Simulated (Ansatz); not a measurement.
# SrFeBiO2: the cost of one run

Program: Ansatz 0.2.0. Level of theory: reference: DFT PBE, plane waves, PAW, scalar-relativistic, no spin polarisation. These are calculated values, not measurements.

### 1 The starting structure

The structure is orthorhombic, space group Cmcm (No. 63). Conventional cell: a = 5.373 Å, b = 12.384 Å, c = 5.249 Å, α = 90.00°, β = 90.00°, γ = 90.00°. Fe (site symmetry m2m) has 4 Sr at 3.21 to 3.34 Å and 4 Bi at 3.42 to 3.46 Å and 8 O at 3.57 to 3.67 Å as nearest neighbours. O (site symmetry 2) has 2 Bi at 2.08 Å and 2 Sr at 2.23 Å as nearest neighbours. Around Sr (site symmetry m2m) lie 4 O at 2.23 Å. Bi (site symmetry m2m) is surrounded by 4 O at 2.08 Å.

As a file:

```
Fe O Sr Bi
1.0
     5.37302    0.00000    0.00000
     2.68651   -6.19183    0.00000
     0.00000    0.00000   -5.24858
Fe O Sr Bi
2 4 2 2
Direct
  0.74450 0.51100 0.75000
  0.25550 0.48900 0.25000
  0.24700 0.00000 0.00000
  0.75300 0.00000 0.50000
  0.75300 0.00000 0.00000
  0.24700 0.00000 0.50000
  0.40500 0.19000 0.75000
  0.59500 0.81000 0.25000
  0.07390 0.85220 0.75000
  0.92610 0.14780 0.25000
```

### 2 The reference run

input.yaml reads:

```yaml
crystal:
  lattice:
    - [5.373018, 0.0, 0.0]
    - [2.686509, -6.19183, 0.0]
    - [0.0, 0.0, -5.248581]
  atoms:
    - { symbol: Fe, position: [0.7445, 0.511, 0.75] }
    - { symbol: Fe, position: [0.2555, 0.489, 0.25] }
    - { symbol: O, position: [0.247, 0.0, 0.0] }
    - { symbol: O, position: [0.753, 0.0, 0.5] }
    - { symbol: O, position: [0.753, 0.0, 0.0] }
    - { symbol: O, position: [0.247, 0.0, 0.5] }
    - { symbol: Sr, position: [0.405, 0.19, 0.75] }
    - { symbol: Sr, position: [0.595, 0.81, 0.25] }
    - { symbol: Bi, position: [0.0739, 0.8522, 0.75] }
    - { symbol: Bi, position: [0.9261, 0.1478, 0.25] }
  symmetry: { tolerance: 0.0003 }
kpoints:
  mp_grid: { grid: [4, 4, 4], shift: [0, 0, 0] }
magnetization:
  spin_polarized: false
scf:
  occupations: { method: fermi_dirac }
hamiltonian:
  pseudopotentials: { kind: paw }
  xc: pbe
basis:
  ecutwfc: 420
output:
  forces: true
  stress: true
  eigenvalues: true
  write_density: true
  write_potential: true
  elf: true
  volumetric_format: npy
```

The run is started by

```
> ansatz run input.yaml --threads 1 --pin off --max-ram 2560MiB --backend cpu --events-out ev --progress --plain --runs-dir out
```

Q: Estimate wall time and peak memory on 1 thread of Arm Neoverse V1, shared host.

About 26 s, with a peak of 0.52 GiB.
